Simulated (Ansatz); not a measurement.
**NiS (P6_3/mmc): cell relaxations under several functionals, by script**

Wanted for NiS (P6_3/mmc): cell relaxations under several functionals.

Computed with Ansatz 0.2.0 through its Python package. The levels of theory stand in the script.

### Step 1. The structure

It takes space group P6_3/mmc (No. 194, hexagonal). Conventional cell: a = 3.425 Å, b = 3.425 Å, c = 5.340 Å, α = 90.00°, β = 90.00°, γ = 120.00°. Ni (site symmetry -3m) has 6 S at 2.39 Å and 2 Ni at 2.67 Å as nearest neighbours. S (site symmetry -6m2) is surrounded by 6 Ni at 2.39 Å.

The script holds or builds the structure itself.

### Step 2. The code

The input, nis_lattice.py:

```python
'''Relaxed cell of NiS under several functionals.'''

import warnings

import ansatz as az
import numpy as np

SETTINGS = {
    'cutoff_ev': 510,
    'k_length': 25,
    'filling': 'fermi_dirac',
    'smearing_width': 0.1,
}

def edges_and_angles(cell):
    cell = np.asarray(cell)
    a, b, c = np.linalg.norm(cell, axis=1)
    cosines = cell[1] @ cell[2] / (b * c), cell[0] @ cell[2] / (a * c), cell[0] @ cell[1] / (a * b)
    return (a, b, c, *np.degrees(np.arccos(cosines)))

warnings.simplefilter('ignore', az.DeckWarning)

nis = (
    az.Lattice.from_parameters(3.425, 3.425, 5.34, alpha=90.0, beta=90.0, gamma=120.0)
    .atom('Ni', (0.0, 0.0, 0.0))
    .atom('Ni', (0.0, 0.0, 0.5))
    .atom('S', (1 / 3, 2 / 3, 0.25))
    .atom('S', (2 / 3, 1 / 3, 0.75))
    .moments(Ni=1.5)
)

job = (
    nis.calculation()
    .basis(SETTINGS['cutoff_ev'])  # a bare number is in eV
    .kpoints(length=SETTINGS['k_length'])  # the mesh must be finer for metals
    .occupations(SETTINGS['filling'], width=SETTINGS['smearing_width'])
    .spin(az.SpinTreatment.COLLINEAR)
    .relax(cell=True, max_steps=40)
)

levels = [('pbesol', 'd3bj'), ('pbesol', 'none'), ('blyp', 'd3bj')]
print('level            a       b       c    alpha   beta  gamma  V/atom  steps')
for name, dispersion in levels:
    seen = []
    run = job.functional(name, dispersion=dispersion).session().plan()
    out = run.execute(on_event=lambda e: seen.append(e) if e['event'] == 'relax_step' else None)
    cell = out.lattice.cell_ang
    label = name if dispersion == 'none' else f'{name}+{dispersion}'
    print('{:13s} {:7.4f} {:7.4f} {:7.4f} {:6.2f} {:6.2f} {:6.2f}'.format(label, *edges_and_angles(cell)), f'{abs(np.linalg.det(cell)) / len(out.lattice.sites):7.3f} {len(seen):5d}')
```

### Step 3. The calls as engine input

The engine receives this input (first run):

```yaml
crystal:
  lattice:
    a: 3.425
    b: 3.425
    c: 5.34
    alpha: 90.0
    beta: 90.0
    gamma: 120.0
  atoms:
    - { symbol: Ni, position: [0.0, 0.0, 0.0] }
    - { symbol: Ni, position: [0.0, 0.0, 0.5] }
    - { symbol: S, position: [0.3333333333333333, 0.6666666666666666, 0.25] }
    - { symbol: S, position: [0.6666666666666666, 0.3333333333333333, 0.75] }
basis:
  ecutwfc: 510.0
kpoints:
  mp_grid:
    grid: [8, 8, 5]
hamiltonian:
  xc: pbesol
  dispersion: d3bj
magnetization:
  spin_polarized: true
  per_species:
    Ni: 1.5
scf:
  occupations:
    method: fermi_dirac
    width: 0.1
relax:
  max_steps: 40
  cell: {}
```

### Step 4. Launch

Launch:

```
> python nis_lattice.py
```

Standard output:

```text
level            a       b       c    alpha   beta  gamma  V/atom  steps
RunWarning: the starting moments were not kept: the SCF closed with an absolute magnetisation of 3.0e-6 μB, where they sum to 3 μB in size (2 sites). That is at most 0.1 of that sum. Measured as dr2_m measures the in/out step, that magnetisation stands 2.5e-12 eV from none, at or under the dr2_threshold of 1.0e-7 eV: it is no larger than a step whose dr2_m would equal this threshold. The system [...]
pbesol+d3bj    3.3719  3.3719  5.0466  90.00  90.00 120.00  12.422     5
pbesol         3.4047  3.4047  5.0823  90.00  90.00 120.00  12.755     5
blyp+d3bj      3.4239  3.4239  5.2612  90.00  90.00 120.00  13.353     4
```

(Warnings from the package without file and line, shortened, repeats left out.)

Run time: 1.8 min. Hardware: 1 thread of Arm Neoverse V2, shared host; peak memory 0.52 GiB.

### Step 5. Inputs of later runs

The engine's inputs for the other runs:

Run 2, against run 1:

```diff
@@ -21 +21 @@
-  dispersion: d3bj
+  dispersion: none
```

Run 3, against run 1:

```diff
@@ -20 +20 @@
-  xc: pbesol
+  xc: blyp
```

### Step 6. Run by run

From the records of these 3 runs:

```
run  functional  dispersion  energy (eV/atom)  final volume (Å³/atom)  pressure (GPa)  SCF cycles in all  CPU time (s)
  1      pbesol        d3bj        -3345.6949                   12.42           -0.03                 53            38
  2      pbesol        none        -3345.3221                   12.76            0.03                 52            38
  3        blyp        d3bj        -3378.5732                   13.35            0.01                 40            30
```

Energies are free energies F = E - TS of the smeared occupations. Totals under unlike functionals or potentials can't be compared directly.

### Step 7. The relaxation of run 1, step by step

Relaxation path:

| step | E - E(step 1) (eV/cell) | largest force component (eV/Å) | pressure (GPa) | volume (Å³) |
| --- | --- | --- | --- | --- |
| 1 | 0.0000 | 0.0000 | -11.89 | 54.25 |
| 2 | -0.1582 | 0.0000 | -5.91 | 51.67 |
| 3 | -0.2010 | 0.0000 | 1.34 | 49.29 |
| 4 | -0.2028 | 0.0000 | -0.03 | 49.69 |
| 5 | -0.2021 | 0.0000 | -0.03 | 49.69 |

Step 1 is the start. Step 5 repeats the geometry before it on a plane-wave basis chosen anew for that cell, so its energy need not be comparable with the rows above.

|  | before | after | change |
| --- | --- | --- | --- |
| a (Å) | 3.425 | 3.372 | -1.6 % |
| b (Å) | 3.425 | 3.372 | -1.6 % |
| c (Å) | 5.340 | 5.047 | -5.5 % |
| volume (Å³/atom) | 13.56 | 12.42 | -8.4 % |
| shortest distance (Å) | 2.386 | 2.320 | -2.8 % |
| space group (0.01 Å) | P6_3/mmc | P6_3/mmc | same |

The run keeps the 24 symmetry operations of the start, so it could not have lowered the symmetry.

### Step 8. Path of the relaxation of run 3

Relaxation path:

| step | E - E(step 1) (eV/cell) | largest force component (eV/Å) | pressure (GPa) | volume (Å³) |
| --- | --- | --- | --- | --- |
| 1 | 0.0000 | 0.0000 | -1.96 | 54.25 |
| 2 | -0.0057 | 0.0000 | -0.98 | 53.83 |
| 3 | -0.0076 | 0.0000 | 0.01 | 53.41 |
| 4 | -0.0075 | 0.0000 | 0.01 | 53.41 |

Step 1 is the start. Step 4 repeats the geometry before it on a plane-wave basis chosen anew for that cell, so its energy need not be comparable with the rows above.

|  | before | after | change |
| --- | --- | --- | --- |
| a (Å) | 3.425 | 3.424 | 0.0 % |
| b (Å) | 3.425 | 3.424 | 0.0 % |
| c (Å) | 5.340 | 5.261 | -1.5 % |
| volume (Å³/atom) | 13.56 | 13.35 | -1.5 % |
| shortest distance (Å) | 2.386 | 2.374 | -0.5 % |
| space group (0.01 Å) | P6_3/mmc | P6_3/mmc | same |

The run keeps the 24 symmetry operations of the start, so it could not have lowered the symmetry.

### Step 9. Summary of results

```
      quantity                                             value
 runs compared                                                 3
relaxed volume  12.42 (pbesol d3bj) to 13.35 Å³/atom (blyp d3bj)
```

In words: From smallest to largest: PBEsol+D3BJ (12.42 Å³ an atom, -8.4 % against the start), PBEsol (12.76 Å³ an atom, -6.0 % against the start) and BLYP+D3BJ (13.35 Å³ an atom, -1.5 % against the start). The spread is 7.5 % in volume. In run 1, over 3 moves the cell shrank by 8.4 % in volume, and the space group stayed P6_3/mmc. In run 3, the volume shrank by 1.5 % over 2 moves, and the space group stayed P6_3/mmc. The SCF didn't keep the moments it started from (some shrank, vanished or turned); what is printed is the state reached. Forces vanish by symmetry, so the ions can't move, and the end may be a saddle. BLYP and dispersion corrections can be off by several per cent in the lattices of metals, and by several GPa in the pressure at a fixed cell. For a metal this k-point mesh is coarse: on a finer one energies can move by several to tens of meV an atom and pressures by half a GPa or more, differences at one mesh by less. The starting moments were not kept in at least one run, so it stands on a weaker or other magnetic state than the one typed.
